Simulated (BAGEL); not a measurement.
# CuSH (SMILES [SH][Cu]) at 5 levels

We compute a comparison of 5 runs (HF/STO-3G, B3LYP/6-31G*, B3LYP/cc-pVTZ, PBE0/cc-pVTZ, RI-MP2/cc-pVTZ) of CuSH. 

The calculation is run with BAGEL 1.2.2.

4 further runs of the same task are left out: 3 that didn't finish, 1 set aside as unsound or not needed.

**1. Starting point**

CuSH: 3 atoms, total charge 0, spin state singlet. SMILES: `[SH][Cu]`. The shape is that of a PBE0-D4/def2-TZVP optimisation.

Bond lengths: S1–Cu2 2.117 Å, S1–H3 1.346 Å. Angles: Cu2–S1–H3 93.6°.

**2. The energy at HF/STO-3G (density fitting with qzvpp-jkfit) (run 1)**

File calc.json:

```json
{ "bagel" : [

{
  "title" : "molecule",
  "basis" : "sto-3g",
  "df_basis" : "qzvpp-jkfit",
  "angstrom" : true,
  "geometry" : [
    { "atom" : "S", "xyz" : [      -0.511900,       0.570500,      -0.230300 ] },
    { "atom" : "Cu", "xyz" : [       1.309500,       0.076500,       0.729600 ] },
    { "atom" : "H", "xyz" : [      -0.808400,      -0.711800,      -0.512600 ] }
  ]
},

{
  "title" : "hf"
},

{
  "title" : "print",
  "file" : "orbitals.molden",
  "orbitals" : true
}

]}
```

Command:

```console
$ BAGEL_NUM_THREADS=1 BAGEL calc.json > calc.out
```

Log:

```text
* using 1 threads per process

  ===============================================================
  ===============================================================

  *** Geometry ***

  { "atom" : "S", "xyz" : [     -0.967351,      1.078089,     -0.435204 ] },
  { "atom" : "Cu", "xyz" : [      2.474596,      0.144564,      1.378744 ] },
  { "atom" : "H", "xyz" : [     -1.527655,     -1.345107,     -0.968674 ] },

  Number of auxiliary basis functions:      410

  Since a DF basis is specified, we compute 2- and 3-index integrals:
    o Being stored without compression. Storage requirement is 0.003 GB

  Number of basis functions:       28
  Number of electrons      :       46

    * METHOD: MOLECULE                             0.09

  *** RHF ***

  === Nuclear Repulsion ===
   128.2088743662

      * DIIS with orbital gradients will be used.

  === RHF iteration (sto-3g) ===
      0      -2005.93869760          0.14741653           0.01
      1      -2005.07132101          0.11945309           0.01
      2      -2010.64618823          0.04906566           0.01
      3      -2009.19096171          0.11956552           0.01
      4      -2009.05468811          0.11899076           0.01
      5      -2009.77774945          0.10212051           0.01
[... 29 lines of this table left out ...]
     35      -2014.09121524          0.00000001           0.01
     36      -2014.09121524          0.00000000           0.01
    * SCF iteration converged.

    * Permanent dipole moment:
           (    0.770067,     0.093197,     0.433772) a.u.

    * METHOD: HF                                   0.50

    * METHOD: PRINT                                0.00

  ===============================================================
```

It took 0.76 s on 1 thread of Arm Neoverse V2, shared host; peak memory 0.082 GiB.

**3. A single-point energy at B3LYP/6-31G(d) (density fitting with qzvpp-jkfit, spherical functions) (run 2)**

File job.json:

```json
{ "bagel": [

{
  "title": "molecule",
  "basis": "6-31gs.json",
  "df_basis": "qzvpp-jkfit",
  "angstrom": true,
  "geometry": [
    { "atom": "S", "xyz": [   -0.511900,    0.570500,   -0.230300 ] },
    { "atom": "Cu", "xyz": [    1.309500,    0.076500,    0.729600 ] },
    { "atom": "H", "xyz": [   -0.808400,   -0.711800,   -0.512600 ] }
  ]
},
{ "title": "ks", "xc_func": "b3lyp" },
{ "title": "print", "file": "orbitals.molden", "orbitals": true }

]}
```

The basis set 6-31G* is read from a file made from the Basis Set Exchange's data (not shown).

Command:

```console
$ BAGEL_NUM_THREADS=1 BAGEL job.json > job.out
```

Log:

```text
* using 1 threads per process

  ===============================================================
  ===============================================================

  *** Geometry ***

  { "atom" : "S", "xyz" : [     -0.967351,      1.078089,     -0.435204 ] },
  { "atom" : "Cu", "xyz" : [      2.474596,      0.144564,      1.378744 ] },
  { "atom" : "H", "xyz" : [     -1.527655,     -1.345107,     -0.968674 ] },

  Number of auxiliary basis functions:      410

  Since a DF basis is specified, we compute 2- and 3-index integrals:
    o Being stored without compression. Storage requirement is 0.010 GB

  Number of basis functions:       54
  Number of electrons      :       46

    * METHOD: MOLECULE                             0.13

  *** Kohn-Sham DFT ***

    * Removing 3794 points whose weight is below 1.00e-10
    * Grid points: 40924

  === Nuclear Repulsion ===
   128.2088743662

       - DIIS with orbital gradients will be used.

  === KS iteration (b3lyp / 6-31gs.json) ===
      0      -1993.68003218          0.16149626           0.10
      1      -1837.46826529          0.16240084           0.08
      2      -1822.72092402          0.19350996           0.08
[... 43 lines of this table left out ...]
     46      -2039.01915920          0.00000000           0.08
    * SCF iteration converged.

    * Permanent dipole moment:
           (   -1.276340,     0.648460,    -0.644708) a.u.

    * METHOD: KS                                   3.98

    * METHOD: PRINT                                0.01

  ===============================================================
```

Wall time 4.5 s (1 thread of Arm Neoverse V2, shared host); peak memory 0.16 GiB.

Run 3 isn't shown in full; the table further down has it.

**4. A single-point energy at PBE0/cc-pVTZ (density fitting with qzvpp-jkfit) (run 4)**

File dft.json:

```json
{ "bagel": [

{
  "title": "molecule",
  "basis": "cc-pvtz.json",
  "df_basis": "qzvpp-jkfit",
  "angstrom": true,
  "geometry": [
    { "atom": "S", "xyz": [   -0.511900,    0.570500,   -0.230300 ] },
    { "atom": "Cu", "xyz": [    1.309500,    0.076500,    0.729600 ] },
    { "atom": "H", "xyz": [   -0.808400,   -0.711800,   -0.512600 ] }
  ]
},
{
  "title": "ks",
  "xc_func": "pbe0"
},
{
  "title": "print",
  "file": "orbitals.molden",
  "orbitals": true
}

]}
```

The basis set cc-pVTZ is read from a file made from the Basis Set Exchange's data (not shown).

Command:

```console
$ BAGEL_NUM_THREADS=1 BAGEL dft.json > dft.out
```

Log:

```text
* using 1 threads per process

  ===============================================================
  ===============================================================

  *** Geometry ***

  { "atom" : "S", "xyz" : [     -0.967351,      1.078089,     -0.435204 ] },
  { "atom" : "Cu", "xyz" : [      2.474596,      0.144564,      1.378744 ] },
  { "atom" : "H", "xyz" : [     -1.527655,     -1.345107,     -0.968674 ] },

  Number of auxiliary basis functions:      410

  Since a DF basis is specified, we compute 2- and 3-index integrals:
    o Being stored without compression. Storage requirement is 0.044 GB

  Number of basis functions:      116
  Number of electrons      :       46

    * METHOD: MOLECULE                             0.22

  *** Kohn-Sham DFT ***

    * Removing 3794 points whose weight is below 1.00e-10
    * Grid points: 40924

  === Nuclear Repulsion ===
   128.2088743662

       - DIIS with orbital gradients will be used.

  === KS iteration (pbe0 / cc-pvtz.json) ===
      0      -1797.10836348          0.43129990           0.20
      1      -1827.18648294          0.25707470           0.20
      2      -1710.00288311          0.31184895           0.20
[... 17 lines of this table left out ...]
     20      -2039.00990970          0.00000000           0.20
    * SCF iteration converged.

    * Permanent dipole moment:
           (   -1.364163,     0.610503,    -0.696697) a.u.

    * METHOD: KS                                   4.40

    * METHOD: PRINT                                0.02

  ===============================================================
```

Wall time 4.8 s (1 thread of Arm Neoverse V2, shared host); peak memory 0.27 GiB.

**5. The energy at RI-MP2/cc-pVTZ (density fitting with qzvpp-jkfit) (run 5)**

File job.json:

```json
{ "bagel": [

{
  "title": "molecule",
  "basis": "cc-pvtz.json",
  "df_basis": "qzvpp-jkfit",
  "angstrom": "true",
  "geometry": [
    { "atom": "S", "xyz": [      -0.511900,       0.570500,      -0.230300 ] },
    { "atom": "Cu", "xyz": [       1.309500,       0.076500,       0.729600 ] },
    { "atom": "H", "xyz": [      -0.808400,      -0.711800,      -0.512600 ] }
  ]
},

{
  "title": "hf"
},

{
  "title": "mp2",
  "ncore": 10
}

]}
```

The basis set cc-pVTZ is read from a file made from the Basis Set Exchange's data (not shown).

Command:

```console
$ BAGEL_NUM_THREADS=1 BAGEL job.json > job.out
```

Log:

```text
* using 1 threads per process

  ===============================================================
  ===============================================================

  *** Geometry ***

  { "atom" : "S", "xyz" : [     -0.967351,      1.078089,     -0.435204 ] },
  { "atom" : "Cu", "xyz" : [      2.474596,      0.144564,      1.378744 ] },
  { "atom" : "H", "xyz" : [     -1.527655,     -1.345107,     -0.968674 ] },

  Number of auxiliary basis functions:      410

[... 21 lines left out ...]
    * SCF iteration converged.
[... 1 line left out ...]
    * Permanent dipole moment:
[... 2 lines left out ...]
    * METHOD: HF                                   1.40

  *** RHF ***

  === Nuclear Repulsion ===
   128.2088743662

      * DIIS with orbital gradients will be used.

  === RHF iteration (cc-pvtz.json) ===
      0      -2037.12494213          0.00000001           0.06
    * SCF iteration converged.

    * Permanent dipole moment:
           (   -1.890043,     0.752967,    -0.973845) a.u.

  === DF-MP2 calculation ===

    * freezing 10 orbitals
    * 3-index integral transformation done
    * assembly done

      MP2 correlation energy:   -1.0980410387      0.05

      MP2 total energy:       -2038.2229831665

    * METHOD: MP2                                  0.19

  ===============================================================
```

It took 2 s on 1 thread of Arm Neoverse V2, shared host; peak memory 0.13 GiB.

**6. All runs side by side**

```
run                                                                 level  frozen core orbitals   energy (Eh)  dipole moment (D)  HOMO energy (eV)  LUMO energy (eV)  wall time
  1                          HF/STO-3G (density fitting with qzvpp-jkfit)                     –  -2014.091215               2.26             -6.10              3.62     0.76 s
  2  B3LYP/6-31G* (density fitting with qzvpp-jkfit, spherical functions)                     –  -2039.019159               3.99             -5.61             -2.67      4.5 s
  3                      B3LYP/cc-pVTZ (density fitting with qzvpp-jkfit)                     –  -2039.466160               3.84             -6.14             -2.89      5.4 s
  4                       PBE0/cc-pVTZ (density fitting with qzvpp-jkfit)                     –  -2039.009910               4.19             -6.30             -2.52      4.8 s
  5                     RI-MP2/cc-pVTZ (density fitting with qzvpp-jkfit)                    10  -2038.222983                  –                 –                 –        2 s
```

**7. Outcome**

```
                                           quantity           value
                                run 5: total energy  -2038.22298 Eh
run 5: correlation energy (10 core orbitals frozen)     -1098.0 mEh
```

Over runs 1, 2, 3, 4 the dipole moment (its size) runs from 2.26 D (HF/STO-3G) to 4.19 D (PBE0/cc-pVTZ). The two ends differ in method and basis. The two dipoles point in opposite directions. Over runs 1, 2, 3, 4 the HOMO–LUMO gap runs from 2.94 eV (B3LYP/6-31G*) to 9.72 eV (HF/STO-3G). Totals of different functionals can't be ranked against each other. In run 1 the basis is minimal, so the values are rough. All runs together took 18 s, the longest 5.4 s.
